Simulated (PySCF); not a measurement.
# CH10BPSi: the cost of one run

Programs: PySCF 2.14.0, with density-fitted response routines of our own. Each step states its level of theory. These are calculated values for one molecule in the gas phase, unless marked as measured. Atoms count from 0, in the outputs and in this text.

## 1. The starting structure

14 atoms, charge 0, multiplicity 1; geometry from: GFN2-xTB. The atoms were then displaced at random by about 0.01 Å, so the start is not that level's minimum.

Bonds of the start (Å): Si0–C1 1.92, C1–B2 1.63, B2–P3 1.88, Si0–H4 1.48, Si0–H5 1.43, Si0–H6 1.47, C1–H7 1.10, C1–H8 1.07, B2–H9 1.20, B2–H10 1.21, P3–H11 1.38, P3–H12 1.45, P3–H13 1.39.

## 2. Relaxing the molecule at PBE0-D3(BJ)/def2-SVP

The job: settings as JSON, then the geometry in Å.

```
{"job": {"xc": "PBE0", "basis": "def2-SVP", "d3": "d3bj", "grid": 1, "shake": 0.01, "kind": "geom"}, "charge": 0, "multiplicity": 1}
Si     2.345940    -0.396450    -0.125350
C      0.485620    -0.049570    -0.474420
B     -0.489910    -0.357620     0.800780
P     -2.166750     0.090620     0.066150
H      3.092960    -0.067710    -1.354630
H      2.543400    -1.773030     0.212930
H      2.819680     0.480410     0.959210
H      0.408410     1.003290    -0.799420
H      0.199690    -0.647370    -1.317610
H     -0.538850    -1.505590     1.131630
H     -0.327710     0.370700     1.748530
H     -2.326170     1.365820    -0.441570
H     -3.479870     0.043770     0.667590
H     -2.573610    -0.577320    -1.081570
```

Launch:

```bash
$ OMP_NUM_THREADS=1 python probes_run.py task.json out
```

This one command runs all jobs of the session in turn.

**Question.** How long does this first job take on 1 thread of Arm Neoverse V2, shared host, and how much memory does it need?

About 32 s, with a peak of 0.48 GiB.
